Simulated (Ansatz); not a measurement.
# GeB₂H₆: basis-set convergence

One table from this session's results is given with a row withheld; the runs are named, their logs left out.

Program: Ansatz 0.2.0, Gaussian basis. Level of theory: one geometry, several basis sets. These are calculated values, not measurements.

Plan: PBE0-D4/def2-SVP; ωB97M-V/def2-SVP; PBE0-D4/def2-QZVPP; ωB97M-V/def2-QZVPP; the functionals' def2-TZVPP values are taken from earlier runs.

**The geometry**

An earlier PBE0-D4 in a triple-zeta def2 set relaxation fixed the geometry.

SMILES `B[BH][GeH3]`, 9 atoms, charge 0, spin multiplicity 1.

Atoms are counted from 1 here; the program's logs count them from 0.

Bond lengths: B1–B2 1.604 Å, B1–H4 1.201 Å, B1–H5 1.201 Å, B2–Ge3 2.082 Å, B2–H6 1.194 Å, Ge3–H7 1.540 Å, Ge3–H8 1.538 Å, Ge3–H9 1.540 Å. Angles: B2–B1–H4 121.7°, B2–B1–H5 121.7°, H4–B1–H5 116.2°, B1–B2–Ge3 112.0°, B1–B2–H6 132.8°, Ge3–B2–H6 115.2°, B2–Ge3–H7 108.9°, B2–Ge3–H8 114.7°, B2–Ge3–H9 109.0°, H7–Ge3–H8 107.9°, H7–Ge3–H9 108.2°, H8–Ge3–H9 107.9°.

Geometry (Å):

```xyz
9
charge 0, multiplicity 1
B    -0.7841    0.7630   -1.3263
B     0.2625    0.9079   -0.1196
Ge    0.4653   -0.8650    0.9536
H    -0.4512    0.3498   -2.4034
H    -1.9621    0.9282   -1.1619
H     0.9309    1.8171    0.2702
H     1.9374   -1.3149    0.9002
H    -0.4038   -2.0277    0.4443
H     0.0936   -0.6047    2.4255
```

Set-up of the first run:

File in.yaml:

```yaml
crystal:
  periodic: [false, false, false]
  atoms:
    - {symbol: B, position_ang: [-0.784091, 0.762999, -1.326254]}
    - {symbol: B, position_ang: [0.262526, 0.907893, -0.119572]}
    - {symbol: Ge, position_ang: [0.465255, -0.864951, 0.953574]}
    - {symbol: H, position_ang: [-0.451152, 0.349812, -2.403430]}
    - {symbol: H, position_ang: [-1.962074, 0.928194, -1.161888]}
    - {symbol: H, position_ang: [0.930918, 1.817081, 0.270220]}
    - {symbol: H, position_ang: [1.937429, -1.314893, 0.900232]}
    - {symbol: H, position_ang: [-0.403779, -2.027696, 0.444330]}
    - {symbol: H, position_ang: [0.093568, -0.604738, 2.425489]}
basis:
  gaussian: {orbitals: def2-SVP}
hamiltonian: {xc: pbe0, dispersion: d4}
output: {orbitals: {seedname: orbitals}}
```

The run is started by

```sh
$ ansatz run in.yaml --threads 2 --pin off --events-out ev --progress --plain --max-ram 4352MiB
```

Steps of the session up to this table: PBE0-D4 in def2-SVP; ωB97M-V in def2-SVP; PBE0-D4 in def2-QZVPP; ωB97M-V in def2-QZVPP.

One of the session's tables, all rows but one given; the rest of the session is left out.

It belongs to the step «Functionals by basis». 

| functional | basis | HOMO (eV) | LUMO (eV) |
| --- | --- | --- | --- |
| PBE0-D4 | def2-SVP | -7.88 | -2.04 |
| PBE0-D4 | def2-TZVPP | -7.89 | -2.09 |
| PBE0-D4 | def2-QZVPP | -7.89 | -2.10 |
| ωB97M-V | def2-SVP | -9.98 | 0.02 |
| ωB97M-V | def2-TZVPP | ? | ? |
| ωB97M-V | def2-QZVPP | -10.02 | -0.15 |

**Question.** Estimate the row for ωB97M-V, def2-TZVPP.

**Answer.** HOMO (eV): -10.02; LUMO (eV): -0.12.
